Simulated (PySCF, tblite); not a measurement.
**C₆H₁₆OSi₂: geometry, infrared bands and NMR shifts**

What infrared bands and NMR shifts should C₆H₁₆OSi₂ (`C/C=C(\O[SiH3])C(C)(C)[SiH3]`) show?

Programs: tblite 0.8.0 and PySCF 2.14.0, with density-fitted response routines of our own. Each step states its level of theory. These are calculated values for one molecule in the gas phase, unless marked as measured. Atoms count from 0, in the outputs and in this text.

### 1 The molecule as given

25 atoms, charge 0, multiplicity 1; geometry from: force field or distance geometry start.

Bonds of the start (Å): C0–C1 1.52, C1–C2 1.32, C2–O3 1.40, O3–Si4 1.72, C2–C5 1.50, C5–C6 1.50, C5–C7 1.50, C5–Si8 1.86, C0–H9 1.10, C0–H10 1.10, C0–H11 1.11, C1–H12 1.07, Si4–H13 1.47, Si4–H14 1.48, Si4–H15 1.47, C6–H16 1.11, C6–H17 1.11, C6–H18 1.12, C7–H19 1.12, C7–H20 1.12, C7–H21 1.09, Si8–H22 1.48, Si8–H23 1.48, Si8–H24 1.47.

### 2 Relaxing the molecule with GFN2-xTB

Job settings and geometry (Å):

```
{"job": {"kind": "relax", "xc": "GFN2-xTB", "basis": "xTB"}, "charge": 0, "multiplicity": 1}
C      2.576500    -1.140700    -0.362000
C      1.080600    -1.080900    -0.618600
C      0.342700    -0.323500     0.169900
O      1.011000     0.397900     1.166900
Si     1.829700     1.883700     0.859000
C     -1.144600    -0.194200     0.008400
C     -1.681000    -1.020300    -1.118800
C     -1.438900     1.253400    -0.260400
Si    -1.871400    -0.628600     1.665200
H      3.052400    -0.350600    -0.967300
H      2.811500    -0.962100     0.696800
H      3.002400    -2.121100    -0.643700
H      0.646200    -1.668900    -1.403400
H      3.081800     1.841000     1.633700
H      2.104300     2.104400    -0.574100
H      0.952700     2.975800     1.307400
H     -1.487300    -2.101800    -0.940800
H     -2.774400    -0.843500    -1.175200
H     -1.245700    -0.671200    -2.084300
H     -1.295000     1.825200     0.690500
H     -2.501300     1.373100    -0.586800
H     -0.783900     1.612000    -1.061200
H     -0.835900    -0.927200     2.676300
H     -2.624400     0.535500     2.194400
H     -2.818800    -1.743200     1.515700
```

Command:

```console
OMP_NUM_THREADS=1 python probes_run.py task.json out
```

This one command runs all jobs of the session in turn.

**Question.** This job is followed by: GFN2-xTB harmonic vibrations, gas phase; GIAO PBE0/pcSseg-1 NMR shielding, non-relativistic, gas phase. What will the session give for the following? strongest single infrared mode (GFN2-xTB); zero-point energy (GFN2-xTB); 13C shifts against TMS (PBE0/pcSseg-1, means over atoms taken as alike); 1H shifts against TMS (PBE0/pcSseg-1, means over atoms taken as alike); 17O shifts against H2O (PBE0/pcSseg-1); 29Si shifts against TMS (PBE0/pcSseg-1).

The runs gave:

| quantity | value |
| --- | --- |
| strongest single infrared mode (GFN2-xTB) | 789 cm⁻¹, 484 km/mol |
| zero-point energy (GFN2-xTB) | 122.2 kcal/mol |
| 13C shifts against TMS (PBE0/pcSseg-1, means over atoms taken as alike) | 169.5, 102.5, 33.2, 27.1, 14.5 ppm |
| 1H shifts against TMS (PBE0/pcSseg-1, means over atoms taken as alike) | 5.15, 4.67, 3.85, 1.82, 1.22 ppm |
| 17O shifts against H2O (PBE0/pcSseg-1) | 89.1 ppm |
| 29Si shifts against TMS (PBE0/pcSseg-1) | -38.6, -51.5 ppm |

Relaxing lowered the energy by 0.687 eV in 190 steps; the close pair that moved most is O3–Si4, from 1.724 to 1.620 Å. All 69 modes are real, so the xTB geometry is a minimum. GFN2-xTB is a fitted tight-binding method: band positions and strengths are rough. Its intensities can rank the bands wrongly. C2 (alkene carbon bearing oxygen) lies farthest downfield among carbon, at 169.5 ppm; an sp2 carbon further deshielded by the attached heteroatom.
